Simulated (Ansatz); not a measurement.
# Pt: the cost of one run

Method: DFT r2SCAN, scalar-relativistic, plane waves, PAW, in Ansatz 0.2.0.

## 1. Starting point

Symmetry: P6_3/mmc, No. 194, hexagonal system. Conventional cell: a = 2.761 Å, b = 2.761 Å, c = 4.792 Å, α = 90.00°, β = 90.00°, γ = 120.00°. Pt (site symmetry -6m2) is surrounded by 12 Pt at 2.76 to 2.88 Å.

As a file:

```
CELL_PARAMETERS angstrom
2.76067 0.00000 0.00000
-1.38033 2.39081 0.00000
0.00000 0.00000 4.79213
ATOMIC_POSITIONS crystal
Pt 0.66667 0.33333 0.75000
Pt 0.33333 0.66667 0.25000
```

It goes back to an entry of the Materials Project, which need not be the stable form.

The cell is taken as given, not relaxed at this level.

## 2. The reference cell

Reference values: F = -25073.4531 eV; pressure -6.42 GPa; largest force 0.000 eV/Å; gap on the mesh none (metal). It was computed beforehand with the settings of the runs below.

## 3. Setting up biaxial against axial strain

The cell is strained by p along both x and y and by q along z, with fractional coordinates fixed.

## 4. At p = -0.080, q = -0.080

Input file input.yaml:

```yaml
crystal:
  lattice:
    - [2.5398123665, 0.0, 0.0]
    - [-1.2699061833, 2.1995420302, 0.0]
    - [0.0, 0.0, 4.40876328]
  atoms:
    - { symbol: Pt, position: [0.6666666667, 0.3333333333, 0.75] }
    - { symbol: Pt, position: [0.3333333333, 0.6666666667, 0.25] }
basis:
  ecutwfc: 500
kpoints:
  mp_grid: { grid: [18, 18, 10] }
hamiltonian:
  xc: r2scan
scf:
  occupations: { method: gaussian, width: 0.15 }
output:
  forces: true
  stress: true
  eigenvalues: true
```

Run with:

```bash
> ansatz run input.yaml --threads 1 --pin off --max-ram 2560MiB --backend cpu --events-out ev --progress --plain --runs-dir out
```

What time and memory should one allow on 1 thread of Intel Xeon at 2.50GHz (Skylake/Cascade Lake), shared host?

About 22 s, with a peak of 0.47 GiB.
